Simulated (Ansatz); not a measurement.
# C2H9AlO2: one species, many methods

How much do the methods differ for C2H9AlO2? The plan is to run it at one geometry with functionals of several rungs and with coupled cluster. The yardstick is the atomisation energy at the CCSD(T) limit.

The runs use Ansatz 0.2.0, Gaussian basis; functionals in def2-TZVPP, the program's frozen cores in correlated methods.

The runs, in order: LDA (SPW92), PBE-D4, revPBE-D4, BLYP-D4, r2SCAN-D4, B97M-V, PBE0-D4, B3LYP-D4, r2SCANh-D4, r2SCAN0-D4, HSE06-D4, BHLYP-D4, CAM-B3LYP-D4, LC-ωPBE, ωB97X-V, ωB97M-V, B2PLYP, PBE-QIDH; CCSD(T)/def2-SVP; CCSD(T)/def2-TZVPP; MP2/def2-QZVPP; extrapolation to the limit; RPA on PBE.

### 1 Structure used throughout

All runs share one geometry, relaxed beforehand with PBE0-D4 in a triple-zeta def2 set.

14 atoms, charge 0, spin multiplicity 1.

Atoms are counted from 1 here; the program's logs count them from 0.

Bond lengths: C1–Al2 1.959 Å, C1–H6 1.095 Å, C1–H7 1.095 Å, C1–H8 1.096 Å, Al2–C3 1.964 Å, Al2–O4 1.753 Å, Al2–O5 2.019 Å, C3–H9 1.096 Å, C3–H10 1.096 Å, C3–H11 1.095 Å, O4–H12 0.954 Å, O5–H13 0.976 Å, O5–H14 0.963 Å. Angles: Al2–C1–H6 111.8°, Al2–C1–H7 112.4°, Al2–C1–H8 111.5°, H6–C1–H7 107.3°, H6–C1–H8 106.5°, H7–C1–H8 107.0°, C1–Al2–C3 121.0°, C1–Al2–O4 117.3°, C1–Al2–O5 107.6°, C3–Al2–O4 116.1°, C3–Al2–O5 101.0°, O4–Al2–O5 84.2°, Al2–C3–H9 110.8°, Al2–C3–H10 112.6°, Al2–C3–H11 112.9°, H9–C3–H10 106.1°, H9–C3–H11 106.3°, H10–C3–H11 107.7° and more.

### 2 LDA

This LDA is Slater exchange with PW92 correlation.

in.yaml reads:

```yaml
crystal:
  periodic: [false, false, false]
  atoms:
    - {symbol: C, position_ang: [-1.416206, 1.337214, 0.199922]}
    - {symbol: Al, position_ang: [-0.185047, -0.176284, 0.022124]}
    - {symbol: C, position_ang: [1.297361, -0.426522, 1.286017]}
    - {symbol: O, position_ang: [-0.802073, -1.629604, -0.739356]}
    - {symbol: O, position_ang: [0.823050, 0.056111, -1.711896]}
    - {symbol: H, position_ang: [-0.884248, 2.271459, 0.407793]}
    - {symbol: H, position_ang: [-2.014640, 1.496744, -0.702569]}
    - {symbol: H, position_ang: [-2.118904, 1.188842, 1.027415]}
    - {symbol: H, position_ang: [0.919228, -0.638601, 2.292078]}
    - {symbol: H, position_ang: [1.926872, 0.465762, 1.379310]}
    - {symbol: H, position_ang: [1.947870, -1.266310, 1.018342]}
    - {symbol: H, position_ang: [-1.723783, -1.876704, -0.731680]}
    - {symbol: H, position_ang: [0.442240, -0.764517, -2.079002]}
    - {symbol: H, position_ang: [1.775380, -0.066890, -1.639700]}
basis:
  gaussian: {orbitals: def2-TZVPP}
hamiltonian: {xc: lda}
output: {orbitals: {seedname: orbitals}}
```

Run with:

```
$ ansatz run in.yaml --threads 4 --pin off --events-out ev --progress --plain --max-ram 10444MiB
```

Further steps of the session: PBE-D4 (GGA); revPBE-D4 (GGA); BLYP-D4 (GGA); r2SCAN-D4 (meta-GGA); B97M-V (meta-GGA); PBE0-D4 (hybrid); B3LYP-D4 (hybrid); r2SCANh-D4 (hybrid); r2SCAN0-D4 (hybrid); HSE06-D4 (hybrid); BHLYP-D4 (hybrid); CAM-B3LYP-D4 (range-separated); LC-ωPBE (range-separated); ωB97X-V (range-separated); ωB97M-V (range-separated); B2PLYP (double hybrid); PBE-QIDH (double hybrid); CCSD(T) in def2-SVP; CCSD(T) in def2-TZVPP; MP2 in def2-QZVPP; RPA on PBE orbitals.

**Question.** What will the summary of the whole plan be? Wanted: atomisation energy, CCSD(T)/CBS; farthest beyond LDA; mean size of error, GGA; mean size of error, meta-GGA; mean size of error, hybrid; mean size of error, range-separated; mean size of error, double hybrid; gap, smallest and largest; T1 diagnostic.

As calculated:

| quantity | value |
| --- | --- |
| atomisation energy, CCSD(T)/CBS | 1231.6 kcal/mol |
| functionals within 6.2 kcal/mol (0.5 %) | PBE-D4, r2SCAN-D4, B97M-V, CAM-B3LYP-D4, ωB97M-V |
| farthest beyond LDA | BHLYP-D4 (-40.9 kcal/mol) |
| mean size of error, GGA | 13.8 kcal/mol |
| mean size of error, meta-GGA | 4.2 kcal/mol |
| mean size of error, hybrid | 17.8 kcal/mol |
| mean size of error, range-separated | 5.6 kcal/mol |
| mean size of error, double hybrid | 18.2 kcal/mol |
| gap, smallest and largest | 4.70 eV (BLYP-D4), 11.93 eV (LC-ωPBE) |
| T1 diagnostic | 0.0101 |
| triples share of the correlation energy | 3.4 % |

In words: The LDA atomisation energy is off by 154.7 kcal/mol (13 %): it overbinds. PBE-D4 is off by +4.8 kcal/mol. Double hybrids carry the basis error of their MP2 part in triple zeta, and no dispersion term here, so their miss is partly the set-up's. The rungs meta-GGA, range-separated miss on average by less than the doubt on the reference (6.2 kcal/mol), so they tie. The reference freezes the cores and leaves out relativity and excitations past (T), so misses under about 6.2 kcal/mol can't be ranked. Hartree-Fock recovers 73 % of the binding; the rest is correlation. CCSD(T) in def2-SVP is off by -68.9 kcal/mol, more than most functionals: a good method in a small basis is no reference. Orbital gaps span 4.7 to 11.9 eV; exact exchange widens them.
